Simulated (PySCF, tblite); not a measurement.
# Si4NH11, a small molecule taken as a stand-in for a surface group (silicon-backed Si): NMR shifts, core binding energies and electronic excitations, part 2 of 2

tblite 0.8.0 and PySCF 2.14.0. Atoms count from 0, parts from 1.

## 5. Core holes by ΔSCF: SCAN, X2C

What the job is given:

```
{"job": {"kind": "xps", "holes": 5}, "charge": 0, "multiplicity": 1}
Si     1.011554    -1.535416     1.301738
Si    -0.139578     0.212697     0.244296
Si    -1.884948    -0.719535    -1.014871
Si     1.357860     1.251562    -1.255076
N     -0.825443     1.250829     1.474703
H      0.090213    -2.363099     2.140234
H      2.095010    -0.990902     2.181273
H      1.641374    -2.409519     0.263467
H     -1.306693    -1.516249    -2.141808
H     -2.740263    -1.615722    -0.176701
H     -2.748943     0.359065    -1.592352
H      2.510684     1.858065    -0.514047
H      0.673608     2.347890    -2.013979
H      1.899898     0.264843    -2.242708
H     -0.201704     1.598431     2.196988
H     -1.445433     1.995950     1.171421
```

Level: delta-SCF UKS SCAN, pcX-2 on the ionised atom, pcseg-1 elsewhere, spin-free X2C.

Standard output:

```text
ground state, core basis on atom 0 (Si), 183 functions
  cycle   1  E = -1221.54841599  |g| = 4.58e-01
  cycle   2  E = -1221.43900578  |g| = 7.93e-01
  cycle   3  E = -1221.59357383  |g| = 7.64e-02
  cycle   4  E = -1221.59556117  |g| = 2.22e-02
  cycle   5  E = -1221.59577214  |g| = 5.32e-03
  cycle   6  E = -1221.59578530  |g| = 1.31e-03
  cycle   7  E = -1221.59578179  |g| = 6.82e-04
  cycle   8  E = -1221.59578157  |g| = 1.21e-04
  E(ground) = -1221.68398791 Eh
hole in Si 2p of atom 0
  cycle   1  E = -1217.33229346  |g| = 1.23e+00
  cycle   2  E = -1216.90560132  |g| = 1.25e+00
  cycle   3  E = -1217.57412385  |g| = 3.51e-01
  cycle   4  E = -1217.66054426  |g| = 1.46e-01
  cycle   5  E = -1217.66828773  |g| = 7.83e-02
  cycle   6  E = -1217.67169591  |g| = 1.49e-02
  cycle   7  E = -1217.67183788  |g| = 3.69e-03
  cycle   8  E = -1217.67184917  |g| = 1.10e-03
  cycle   9  E = -1217.67185113  |g| = 5.22e-04
  cycle  10  E = -1217.67184993  |g| = 1.34e-04
  E(ion) = -1217.77092083 Eh   <S^2> = 0.7529   hole on atom = 1.002   binding energy = 106.480 eV
  2p3/2 = 106.280 eV   2p1/2 = 106.903 eV
ground state, core basis on atom 1 (Si), 183 functions
  cycle   1  E = -1221.59982663  |g| = 2.87e-01
  cycle   2  E = -1221.59990517  |g| = 3.26e-02
  cycle   3  E = -1221.59988075  |g| = 2.58e-02
  cycle   4  E = -1221.60004675  |g| = 6.25e-03
  cycle   5  E = -1221.60006169  |g| = 1.13e-03
  cycle   6  E = -1221.60006393  |g| = 2.50e-04
  E(ground) = -1221.68813270 Eh
hole in Si 2p of atom 1
  cycle   1  E = -1217.32757591  |g| = 1.25e+00
  cycle   2  E = -1216.85553250  |g| = 1.36e+00
  cycle   3  E = -1217.59846402  |g| = 3.32e-01
  cycle   4  E = -1217.67560617  |g| = 1.03e-01
  cycle   5  E = -1217.68080427  |g| = 5.53e-02
  cycle   6  E = -1217.68242026  |g| = 6.10e-03
  cycle   7  E = -1217.68243957  |g| = 1.50e-03
  cycle   8  E = -1217.68243946  |g| = 4.49e-04
  E(ion) = -1217.78180151 Eh   <S^2> = 0.7524   hole on atom = 1.002   binding energy = 106.297 eV
  2p3/2 = 106.100 eV   2p1/2 = 106.724 eV
ground state, core basis on atom 3 (Si), 183 functions
  cycle   1  E = -1221.59539078  |g| = 2.86e-01
  cycle   2  E = -1221.59546009  |g| = 3.25e-02
  cycle   3  E = -1221.59541232  |g| = 2.57e-02
  cycle   4  E = -1221.59557847  |g| = 6.74e-03
  cycle   5  E = -1221.59559712  |g| = 1.00e-03
  cycle   6  E = -1221.59559720  |g| = 2.06e-04
  E(ground) = -1221.68390615 Eh
hole in Si 2p of atom 3
  cycle   1  E = -1217.33656829  |g| = 1.23e+00
  cycle   2  E = -1216.87855699  |g| = 1.30e+00
  cycle   3  E = -1217.53736021  |g| = 4.67e-01
  cycle   4  E = -1217.66131521  |g| = 1.85e-01
  cycle   5  E = -1217.67388865  |g| = 7.40e-02
  cycle   6  E = -1217.67758916  |g| = 1.30e-02
  cycle   7  E = -1217.67770851  |g| = 3.76e-03
  cycle   8  E = -1217.67771762  |g| = 8.80e-04
  cycle   9  E = -1217.67771788  |g| = 4.33e-04
  E(ion) = -1217.77756604 Eh   <S^2> = 0.7534   hole on atom = 1.002   binding energy = 106.297 eV
  2p3/2 = 106.099 eV   2p1/2 = 106.722 eV
ground state, core basis on atom 4 (N), 172 functions
  cycle   1  E = -1221.51835376  |g| = 7.50e-02
  cycle   2  E = -1221.51828084  |g| = 2.85e-02
  cycle   3  E = -1221.51819620  |g| = 3.56e-02
  cycle   4  E = -1221.51850051  |g| = 5.08e-03
  cycle   5  E = -1221.51850706  |g| = 7.31e-04
  cycle   6  E = -1221.51851025  |g| = 1.03e-04
  E(ground) = -1221.64683928 Eh
hole in N 1s of atom 4
  cycle   1  E = -1205.93882593  |g| = 1.86e+00
  cycle   2  E = -1205.22808897  |g| = 2.07e+00
  cycle   3  E = -1206.58534557  |g| = 3.92e-01
  cycle   4  E = -1206.63786474  |g| = 1.44e-01
  cycle   5  E = -1206.65308886  |g| = 3.78e-02
  cycle   6  E = -1206.65413472  |g| = 9.42e-03
  cycle   7  E = -1206.65420066  |g| = 3.34e-03
  cycle   8  E = -1206.65421203  |g| = 8.39e-04
  cycle   9  E = -1206.65421480  |g| = 3.05e-04
  E(ion) = -1206.78115369 Eh   <S^2> = 0.7651   hole on atom = 1.000   binding energy = 404.516 eV
```

Wall time 33 s (1 thread of Arm Neoverse V2, shared host); peak memory 0.7 GiB.

Binding energies by hole, beside the orbital energy of the ground state; the difference holds orbital relaxation and, for a density functional, its self-interaction error:

```
       hole  stands for                 environment  ΔSCF (eV; 2p as the shell's mean)  −ε (eV)   ⟨S²⟩
Si2p on Si0    Si0, Si2   silicon bonded to Si, 3 H                             106.49     96.1  0.753
Si2p on Si1         Si1   silicon bonded to N, 3 Si                             106.31     96.3  0.752
Si2p on Si3         Si3   silicon bonded to Si, 3 H                             106.31     96.0  0.753
  N1s on N4          N4  nitrogen bonded to Si, 2 H                             404.52    385.8  0.765
```

Each hole run stands for the others of its class of like atoms.

With the spin-orbit splitting: Si0 2p3/2 106.28, 2p1/2 106.90 eV; Si1 2p3/2 106.10, 2p1/2 106.72 eV; Si3 2p3/2 106.10, 2p1/2 106.72 eV. The table gives each 2p level as the mean over the whole 2p shell (two parts 2p3/2, one part 2p1/2), which differs a little from the single hole in the log.

## 6. Excited states and response: CAM-B3LYP/def2-SVPD

Settings changed since step 5:

```diff
@@ -1,2 +1,2 @@
-{"job": {"kind": "xps", "holes": 5}, "charge": 0, "multiplicity": 1}
+{"job": {"kind": "uv", "xc": "CAM-B3LYP", "basis": "def2-SVPD", "nstates": 6, "ntriplets": 2, "ip": true}, "charge": 0, "multiplicity": 1}
 Si     1.011554    -1.535416     1.301738
```

With the program's defaults for keys left out, this is: TDDFT CAM-B3LYP/def2-SVPD, vertical, gas phase, core orbitals frozen in the response.

Standard output:

```text
coarse grid: 14384 points
cycle   1  E = -1218.7414895188  dE = -2.743e-01  |g| = 3.856e-01  |ddm| = 4.550e+00
cycle   2  E = -1218.7408107306  dE =  6.788e-04  |g| = 4.282e-01  |ddm| = 1.401e+00
cycle   3  E = -1218.7816655703  dE = -4.085e-02  |g| = 4.404e-02  |ddm| = 6.180e-01
cycle   4  E = -1218.7822501803  dE = -5.846e-04  |g| = 1.099e-02  |ddm| = 1.262e-01
cycle   5  E = -1218.7822945642  dE = -4.438e-05  |g| = 3.067e-03  |ddm| = 4.347e-02
cycle   6  E = -1218.7822981602  dE = -3.596e-06  |g| = 4.942e-04  |ddm| = 8.370e-03
final grid: 117792 points
cycle   7  E = -1218.9340085671  dE = -8.593e-06  |g| = 2.147e-03  |ddm| = 3.143e-02
cycle   8  E = -1218.9340081934  dE =  3.737e-07  |g| = 2.610e-03  |ddm| = 6.603e-03
cycle   9  E = -1218.9340096301  dE = -1.437e-06  |g| = 1.031e-04  |ddm| = 3.165e-03
cycle  10  E = -1218.9340096350  dE = -4.905e-09  |g| = 4.414e-05  |ddm| = 4.533e-04
cycle  11  E = -1218.9340096358  dE = -8.451e-10  |g| = 6.539e-06  |ddm| = 1.263e-04
converged SCF energy = -1218.9340096358

Static polarisability (au): isotropic 130.814, principal 115.448 137.786 139.207

Singlet excitations
state   eV       nm        f      main configurations
  1   5.2551    235.9   0.00242   H->L 0.96
  2   6.0128    206.2   0.01960   H->L+1 0.82
  3   6.2396    198.7   0.06413   H-1->L 0.78
  4   6.2460    198.5   0.04318   H->L+2 0.73, H->L+3 0.09
  5   6.5230    190.1   0.00683   H->L+3 0.56, H->L+4 0.24, H->L+2 0.09
  6   6.8372    181.3   0.05998   H-1->L+1 0.39, H->L+4 0.37

Triplet excitations (Tamm-Dancoff, eV): 4.8313 5.4288
Vertical ionisation energy (delta-SCF) = 8.7865 eV
```

It took 83 s on 1 thread of Arm Neoverse V2, shared host; peak memory 1.1 GiB.

Frontier orbitals and where they lie:

```
orbital      eV                         atoms
 HOMO−3  -11.01  Si3 17 %, Si2 15 %, Si0 14 %
 HOMO−2  -10.18    N4 40 %, Si1 16 %, Si3 8 %
 HOMO−1   -9.03  Si1 30 %, Si0 21 %, Si2 20 %
   HOMO   -8.23   N4 30 %, Si1 21 %, Si3 21 %
   LUMO    0.33  Si1 22 %, Si0 12 %, Si2 12 %
 LUMO+1    0.82  Si3 19 %, Si1 18 %, Si2 15 %
 LUMO+2    0.91  Si0 22 %, Si2 22 %, Si1 15 %
```

With each of the 6 states as a Gaussian band of 0.4 eV half-width at 1/e, the curve within the window shown has maxima at 198 nm (ε 5,400) L/(mol cm). Beyond the last state computed it falls off for lack of states. The curve at chosen wavelengths:

nm, ε (L/mol/cm) and a bar:
```
      174       1439 ########
      178       2379 #############
      181       2962 #################
      185       3554 ####################
      189       4161 ########################
      192       4688 ###########################
      196       5256 ##############################
      200       5292 ##############################
      203       4870 ############################
      207       3866 ######################
      211       2702 ###############
      214       1919 ###########
      218       1123 ######
      222        622 ###
      226        346 ##
      229        236 #
      233        160 #
      237        124 #
      240        107 #
      244         87 
      248         68 
      251         55 
      255         39 
      259         26 
      262         18 
      266         11
```

Further results of this job:

```
           property  computed
  dipole moment (D)      1.32
polarisability (Å³)     19.38
 HOMO–LUMO gap (eV)      8.56
      −ε(HOMO) (eV)      8.23
```

## 7. Outcome

The summary covers parts 1 to 2.

| quantity | value |
| --- | --- |
| rotational constants (main isotopes) | 1.44, 1.44, 1.05 GHz |
| $^{1}$H shifts against TMS (PBE0/pcSseg-1) | 3.79, 3.79, 3.78, 3.77, 3.57, 3.56, 3.48, 3.46, 3.35, -0.52, -0.54 ppm |
| $^{29}$Si shifts against TMS (PBE0/pcSseg-1, means over atoms taken as alike) | -48.3, -102.1, -105.2 ppm |
| $^{15}$N shifts against NH3 (PBE0/pcSseg-1) | -5.4 ppm |
| Si2p binding energies, SCAN/pcX-2 | Si0 106.49, Si1 106.31, Si3 106.31 eV |
| N1s binding energies, SCAN/pcX-2 | N4 404.52 eV |
| lowest singlet (CAM-B3LYP/def2-SVPD) | 5.26 eV (236 nm), f = 0.002 |
| brightest single state of those computed | state 3, 6.24 eV, f = 0.064 |
| lowest triplet | 4.83 eV |
| vertical ionisation energy (ΔSCF) | 8.79 eV |

In words: The optimisation took 17 steps and gained 0.301 eV; among the close pairs (by a distance rule), Si3–H13 changed most, from 1.437 to 1.498 Å (PBE0/def2-SVP). At PBE0/pcSseg-1: Shielding is most anisotropic at Si1 (span 171 ppm, paramagnetic term -481 ppm). Si0 (silicon bonded to Si, 3 H) binds its Si2p electron 0.18 eV more tightly than Si3 (silicon bonded to Si, 3 H). The lowest singlet, at 5.26 eV, is HOMO→LUMO 0.96 and is weak; of the 6 states computed, the strongest absorption comes from states 3 to 4 together at 6.24 eV (the last state computed is bright too, and its partners may lie past the list). The lowest triplet lies 0.42 eV below the lowest singlet (triplets in Tamm-Dancoff, singlets in full TDDFT). The orbital energy would give 8.23 eV for ionisation, ΔSCF gives 8.79 eV. A capped cluster stands for the solid here, so long-range fields and strain are missing, and bands or shifts of the capping hydrogens have no counterpart in it.
